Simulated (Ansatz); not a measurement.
# MoTe2: the cost of one run

Program: Ansatz 0.2.0. Level of theory: DFT r²SCAN, scalar-relativistic, plane waves, PAW. These are calculated values, not measurements.

The runs add the D3(BJ) dispersion term to the functional named.

## (1) The structure to begin with

Symmetry: P6_3/mmc, No. 194, hexagonal system. The conventional cell has a = 3.538 Å, b = 3.538 Å, c = 14.106 Å, α = 90.00°, β = 90.00°, γ = 120.00°. Around Te (site symmetry 3m) lie 3 Mo at 2.72 Å. Mo (site symmetry -6m2) has 6 Te at 2.72 Å as nearest neighbours.

Structure file:

```xyz
6
Lattice="3.5376 0.0000 0.0000 -1.7688 3.0637 0.0000 0.0000 0.0000 14.1058" Properties=species:S:1:pos:R:3 pbc="T T T"
Te    0.0000    2.0425    8.7863
Te    1.7688    1.0212    1.7334
Te    0.0000    2.0425   12.3723
Te    1.7688    1.0212    5.3195
Mo    0.0000    2.0425    3.5264
Mo    1.7688    1.0212   10.5793
```

An earlier run at r²SCAN left this cell at 25.480 Å³/atom and -0.02 GPa (8×8×2 mesh).

## (2) Field gradients and densities at the nuclei

Contents of input.yaml:

```yaml
crystal:
  lattice:
    - [3.5376377497, 0.0, 0.0]
    - [-1.7688188748, 3.0636841606, 0.0]
    - [0.0, 0.0, 14.1057701329]
  atoms:
    - { symbol: Te, position: [0.3333333333, 0.6666666667, 0.6228877776] }
    - { symbol: Te, position: [0.6666666667, 0.3333333333, 0.1228877776] }
    - { symbol: Te, position: [0.3333333333, 0.6666666667, 0.8771122224] }
    - { symbol: Te, position: [0.6666666667, 0.3333333333, 0.3771122224] }
    - { symbol: Mo, position: [0.3333333333, 0.6666666667, 0.25] }
    - { symbol: Mo, position: [0.6666666667, 0.3333333333, 0.75] }
basis:
  ecutwfc: 500
  ecutrho_ratio: 4
kpoints:
  mp_grid: { grid: [8, 8, 2] }
hamiltonian:
  xc: r2scan
  dispersion: d3bj
scf:
  occupations: { method: gaussian, width: 0.05 }
output:
  forces: true
  stress: true
  eigenvalues: true
  efg: { contact_densities: true, quadrupole_moments_barn: { Mo: -0.022 } }
```

Run with:

```
$ ansatz run input.yaml --threads 4 --pin off --max-ram 10240MiB --backend cpu --events-out ev --progress --plain --runs-dir out
```

What time and memory should one allow on 4 threads of Intel Xeon at 2.70GHz, shared host?

About 9.6 s, with a peak of 0.96 GiB.
